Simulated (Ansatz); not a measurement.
# NbAlP2SO12: the cost of one run

Method: DFT, PBE, plane-wave PAW, default files, scalar-relativistic, as far as a step names no other, in Ansatz 0.2.0.

1 further run of the same task is left out (it didn't finish).

## (1) The system as given

The structure is monoclinic, space group Cc (No. 9). The conventional cell has a = 14.929 Å, b = 8.572 Å, c = 8.875 Å, α = 90.00°, β = 124.00°, γ = 90.00°. Al (site symmetry 1) is surrounded by 6 O at 1.86 to 2.01 Å. Around Nb (site symmetry 1) lie 6 O at 1.93 to 2.14 Å. P (site symmetry 1) has 4 O at 1.50 to 1.59 Å as nearest neighbours. Around P (site symmetry 1) lie 4 O at 1.51 to 1.59 Å. S (site symmetry 1) is surrounded by 4 O at 1.46 to 1.51 Å. Around O (site symmetry 1) lie 1 P at 1.51 Å and 1 Al at 1.91 Å. Around O (site symmetry 1) lie 1 S at 1.46 Å and 1 Al at 2.01 Å. Around O (site symmetry 1) lie 1 P at 1.52 Å and 1 Al at 1.86 Å. Only part of the 17 independent sites is listed.

Structure file:

```
Al Nb P S O
1.0
     7.46451   -4.28607    0.00000
     7.46451    4.28607    0.00000
    -4.96262    0.00000    7.35737
Al Nb P S O
2 2 4 2 24
Direct
  0.14004 0.64416 0.93282
  0.64416 0.14004 0.43282
  0.84918 0.36747 0.08170
  0.36747 0.84918 0.58170
  0.51730 0.45310 0.24426
  0.95786 0.76831 0.24421
  0.76831 0.95786 0.74421
  0.45310 0.51730 0.74426
  0.26401 0.02575 0.24695
  0.02575 0.26401 0.74695
  0.34856 0.49316 0.08021
  0.23541 0.86285 0.08551
  0.99330 0.73712 0.07842
  0.73712 0.99330 0.57842
  0.86285 0.23541 0.58551
  0.49316 0.34856 0.58021
  0.63423 0.50148 0.91787
  0.78422 0.13779 0.91632
  0.00972 0.27638 0.91191
  0.27638 0.00972 0.41191
  0.13779 0.78422 0.41632
  0.50148 0.63423 0.41787
  0.28438 0.55403 0.78392
  0.93849 0.78603 0.78191
  0.05354 0.43043 0.77353
  0.43043 0.05354 0.27353
  0.78603 0.93849 0.28191
  0.55403 0.28438 0.28392
  0.70311 0.42964 0.22534
  0.09446 0.20398 0.22549
  0.93667 0.58383 0.21965
  0.58383 0.93667 0.71965
  0.20398 0.09446 0.72549
  0.42964 0.70311 0.72534
```

## (2) Gradients at the starting positions

The input, input.yaml:

```yaml
crystal:
  lattice:
    - [7.4645140353, -4.28607296, 0.0]
    - [7.4645140353, 4.28607296, 0.0]
    - [-4.9626189503, 0.0, 7.3573738055]
  atoms:
    - { symbol: Al, position: [0.14003757, 0.64415541, 0.93282089] }
    - { symbol: Al, position: [0.64415541, 0.14003757, 0.43282089] }
    - { symbol: Nb, position: [0.84918462, 0.36746961, 0.08169521] }
    - { symbol: Nb, position: [0.36746961, 0.84918462, 0.58169521] }
    - { symbol: P, position: [0.51729875, 0.45309776, 0.24426499] }
    - { symbol: P, position: [0.95785797, 0.76831091, 0.24420736] }
    - { symbol: P, position: [0.76831091, 0.95785797, 0.74420736] }
    - { symbol: P, position: [0.45309776, 0.51729875, 0.74426499] }
    - { symbol: S, position: [0.26400794, 0.02575072, 0.24694528] }
    - { symbol: S, position: [0.02575072, 0.26400794, 0.74694528] }
    - { symbol: O, position: [0.34856094, 0.49315878, 0.08020846] }
    - { symbol: O, position: [0.23541004, 0.86285218, 0.08551276] }
    - { symbol: O, position: [0.99329617, 0.7371242, 0.07841674] }
    - { symbol: O, position: [0.7371242, 0.99329617, 0.57841674] }
    - { symbol: O, position: [0.86285218, 0.23541004, 0.58551276] }
    - { symbol: O, position: [0.49315878, 0.34856094, 0.58020846] }
    - { symbol: O, position: [0.63422519, 0.50148061, 0.91786878] }
    - { symbol: O, position: [0.78422319, 0.13779267, 0.9163176] }
    - { symbol: O, position: [0.00972404, 0.27638138, 0.91190736] }
    - { symbol: O, position: [0.27638138, 0.00972404, 0.41190736] }
    - { symbol: O, position: [0.13779267, 0.78422319, 0.4163176] }
    - { symbol: O, position: [0.50148061, 0.63422519, 0.41786878] }
    - { symbol: O, position: [0.28438311, 0.55403048, 0.78391505] }
    - { symbol: O, position: [0.93848984, 0.78603033, 0.78191417] }
    - { symbol: O, position: [0.05353823, 0.43042527, 0.77353268] }
    - { symbol: O, position: [0.43042527, 0.05353823, 0.27353268] }
    - { symbol: O, position: [0.78603033, 0.93848984, 0.28191417] }
    - { symbol: O, position: [0.55403048, 0.28438311, 0.28391505] }
    - { symbol: O, position: [0.70311479, 0.42964323, 0.22533608] }
    - { symbol: O, position: [0.09445845, 0.2039763, 0.22548548] }
    - { symbol: O, position: [0.93667457, 0.58383474, 0.21965111] }
    - { symbol: O, position: [0.58383474, 0.93667457, 0.71965111] }
    - { symbol: O, position: [0.2039763, 0.09445845, 0.72548548] }
    - { symbol: O, position: [0.42964323, 0.70311479, 0.72533608] }
kpoints:
  mp_grid: { grid: [3, 3, 3] }
scf:
  occupations: { method: fermi_dirac, width: 0.02 }
hamiltonian:
  xc: pbe
  pseudopotentials: { kind: paw }
output:
  forces: true
  stress: true
  populations: true
  efg:
    quadrupole_moments_barn: { Al: 0.1466, Nb: -0.32, S: -0.0694, O: -0.02558 }
    contact_densities: true
```

Launch:

```
$ ansatz run input.yaml --threads 1 --pin off --max-ram 2560MiB --backend cpu --events-out ev --progress --plain --runs-dir out
```

Q: Estimate wall time and peak memory on 1 thread of Arm Neoverse V2, shared host.

About 2.4 min, with a peak of 1 GiB.
